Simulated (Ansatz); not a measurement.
# RuH+ (quintet): from Hartree-Fock to the top rungs, def2-TZVPP

One table from this session's results is given with a row withheld; the runs are named, their logs left out.

Computed with Ansatz 0.2.0, Gaussian basis. Level: def2-TZVPP, core rule «outside noble gas», up to 4 orbitals frozen.

To be run: UHF; ROHF; CCSD(T) on UHF.

### The geometry

The geometry is a PBE0/def2-TZVP stationary point (not a proven minimum) of the parent state, kept for this charge and spin. No spin-orbit coupling is included. Elements past krypton take def2 core potentials.

2 atoms, charge 1, spin multiplicity 5.

Atoms are counted from 1 here; the program's logs count them from 0.

Bond lengths: Ru1–H2 1.753 Å.

Geometry (Å):

| atom | x (Å) | y (Å) | z (Å) |
| --- | --- | --- | --- |
| Ru1 | 0.0000 | 0.0000 | 0.0000 |
| H2 | 0.0000 | 0.0000 | 1.7532 |

Set-up of the first run:

File in.yaml:

```yaml
crystal:
  periodic: [false, false, false]
  atoms:
    - {symbol: Ru, position_ang: [0.000000, 0.000000, 0.000000]}
    - {symbol: H, position_ang: [0.000000, 0.000000, 1.753200]}
basis:
  gaussian: {orbitals: def2-TZVPP}
total_charge: 1
magnetization: {spin_polarized: true, initial_magnetization: 4}
hamiltonian: {xc: hf}
output: {orbitals: {seedname: orbitals}}
```

The run is started by

```console
ansatz run in.yaml --threads 1 --pin off --events-out ev --progress --plain --max-ram 4096MiB --backend cpu
```

Among the steps run: UHF; ROHF; CCSD(T) on UHF.

One of the session's tables, all rows but one given; the rest of the session is left out.

```
  method  from UCCSD(T) (meV)
    ROHF                    ?
     UHF              +5204.6
    UMP2               +592.3
   UCCSD               +165.3
UCCSD(T)                    0
```

**Question.** Estimate the row for ROHF.

The run gave: from UCCSD(T) (meV): +5411.8. In the column «from UCCSD(T) (meV)» it is the highest.
